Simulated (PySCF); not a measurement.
# C2H5AlO (SMILES [CH3][Al]1[CH2][O]1) at M06-L/6-31G(d) (spherical functions)

What is the energy change on altering one bond length of C2H5AlO at M06-L/6-31G* (spherical functions)? The job is set up through a Python script.

Program for the calculation: PySCF 2.14.0.

1 further run of the same task is left out (set aside as unsound or not needed).

### 1 The system as given

C2H5AlO: 9 atoms, total charge 0, spin state singlet. As SMILES, `[CH3][Al]1[CH2][O]1`. The shape is that of a PBE0-D4/def2-TZVP optimisation.

Bond lengths: C1–Al2 1.934 Å, Al2–C3 1.883 Å, Al2–O4 1.707 Å, C3–O4 1.488 Å, C1–H5 1.093 Å, C1–H6 1.091 Å, C1–H7 1.094 Å, C3–H8 1.091 Å, C3–H9 1.091 Å. Some angles: C1–Al2–C3 171.7°, C1–Al2–O4 139.6°, C3–Al2–O4 48.7°, Al2–C3–O4 59.5°, Al2–O4–C3 71.8°, Al2–C1–H5 110.3°, Al2–C1–H6 112.2°, Al2–C1–H7 110.1°, Al2–C3–H8 123.8°, Al2–C3–H9 123.8°.

### 2 A single-point energy at M06-L/6-31G(d) (spherical functions)

job.py

```python
from pyscf import gto, dft

molecule = gto.M(
    atom='''
C   -0.670900   1.320200  -1.081500
Al   0.051300  -0.076700   0.044200
C    0.678700  -1.280200   1.349300
O    0.789300  -1.609500  -0.097900
H    0.039700   1.575000  -1.872100
H   -0.900200   2.226000  -0.517500
H   -1.591200   0.976800  -1.562100
H    0.038500  -1.980500   1.887700
H    1.653200  -1.197400   1.832800
''',
    charge=0,
    verbose=3,
    max_memory=1860,
    spin=0,
    basis='6-31g*',
)

ks = dft.RKS(molecule)
ks.xc = 'm06-l'
ks.conv_tol = 1e-10
ks.grids.level = 5
ks.kernel()
if not ks.converged:
    ks = ks.newton().run(ks.mo_coeff, ks.mo_occ)

e_final = ks.e_tot
print(f'total energy: {e_final:.8f} hartree')
```

Run with:

```console
$ OMP_NUM_THREADS=1 python job.py
```

Output:

```text
converged SCF energy = -396.800008397795
total energy: -396.80000840 hartree
```

Run time: 30 s. Hardware: 1 thread of Intel Xeon at 2.70GHz, shared host; peak memory 0.4 GiB.

### 3 The distorted shape, same level

run.py

```python
from pyscf import gto, dft

system = gto.M(
    atom='''
C       -0.556249       0.867297      -1.363502
Al       0.165951      -0.529603      -0.237802
C        0.793351      -1.733103       1.067298
O        0.903951      -2.062403      -0.379902
H        0.154351       1.122097      -2.154102
H       -0.900200       2.226000      -0.517500
H       -1.476549       0.523897      -1.844102
H        0.153151      -2.433403       1.605698
H        1.767851      -1.650303       1.550798
''',
    verbose=4,
    max_memory=1860,
    basis='6-31g*',
    charge=0,
)

ks = dft.RKS(system)
ks.xc = 'm06-l'
ks.grids.level = 5
ks.conv_tol = 1e-10
ks.kernel()
if not ks.converged:
    ks = ks.newton().run(ks.mo_coeff, ks.mo_occ)

e_tot = ks.e_tot
print('Final energy', e_tot)
```

Run with:

```console
$ OMP_NUM_THREADS=1 python run.py
```

Output:

```text
PySCF version 2.14.0

[... 81 lines left out ...]
converged SCF energy = -396.723491887538
Final energy -396.7234918875379
```

Run time: 29 s. Hardware: 1 thread of Intel Xeon at 2.70GHz, shared host; peak memory 0.4 GiB.

### 4 Outcome

At M06-L/6-31G* (spherical functions):

| quantity | value |
| --- | --- |
| first shape: total energy | -396.80001 Eh |
| first shape: dipole moment | 3.15 D |
| first shape: HOMO energy | -4.92 eV |
| first shape: LUMO energy | -0.71 eV |
| first shape: HOMO–LUMO gap | 4.20 eV |
| distorted shape: total energy | -396.72349 Eh |
| distorted shape: dipole moment | 2.78 D |
| distorted shape: HOMO energy | -4.96 eV |
| distorted shape: LUMO energy | -1.55 eV |
| distorted shape: HOMO–LUMO gap | 3.41 eV |
| energy change with the C1–H6 bond stretched from 1.091 to 1.637 Å | 2.082 eV |

**Reading.** With the C1–H6 bond stretched from 1.091 to 1.637 Å the energy rises by 2.08 eV (201 kJ/mol). The first shape isn't relaxed at this level, so the change isn't measured from a minimum. Mulliken charges (first shape) run from -0.84 on C1 to +0.74 on Al2; they depend strongly on the basis.
